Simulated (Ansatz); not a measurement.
BiTe:

```xyz
2
Lattice="0.0000 3.2350 3.2350 3.2350 0.0000 3.2350 3.2350 3.2350 0.0000" Properties=species:S:1:pos:R:3 pbc="T T T"
Bi    0.0000    0.0000    0.0000
Te    3.2350    3.2350    3.2350
```

| Quantity | Value |
| --- | --- |
| Program | Ansatz 0.2.0 |
| Task | relaxation of cell and atoms |
| Functional | PBE |
| Dispersion | D4 |
| Potentials or basis | Ansatz PAW |
| Cutoff | 420 eV (not typed: the program's choice for these potentials) |
| k mesh | 7 × 7 × 7 |
| Occupations | fermi-dirac, width 0.05 eV |
| Spin | no spin polarisation |

At the start: volume 33.86 Å³/atom.

**Question.** How do energy, volume and symmetry change on relaxing?

**Answer.** It ends after 4 steps and the volume is 32.98 Å³/atom (-2.6 %); space group Fm-3m (No. 225, to 0.05 Å).

The path:
| step | energy change (eV) | largest force (eV/Å) | volume (Å³) |
| --- | --- | --- | --- |
| 1 | 0.0000 | 0.0000 | 67.71 |
| 2 | -0.0061 | 0.0000 | 65.08 |
| 3 | -0.0078 | 0.0000 | 65.97 |
| 4 | -0.0075 | 0.0000 | 65.97 |

Final structure:
```cif
data_structure
_symmetry_space_group_name_H-M 'P 1'
_symmetry_Int_Tables_number 1
_cell_length_a 4.5354
_cell_length_b 4.5354
_cell_length_c 4.5354
_cell_angle_alpha 60.000
_cell_angle_beta 60.000
_cell_angle_gamma 60.000
_cell_volume 65.97
loop_
_atom_site_label
_atom_site_type_symbol
_atom_site_fract_x
_atom_site_fract_y
_atom_site_fract_z
_atom_site_occupancy
Bi1 Bi 0.00000 0.00000 0.00000 1
Te1 Te 0.50000 0.50000 0.50000 1
```

Caveat: the plane-wave basis is chosen anew once the cell has moved, so the energies of steps on either side of that aren't comparable; pairwise dispersion overbinds metals, which lowers pressure and volume.
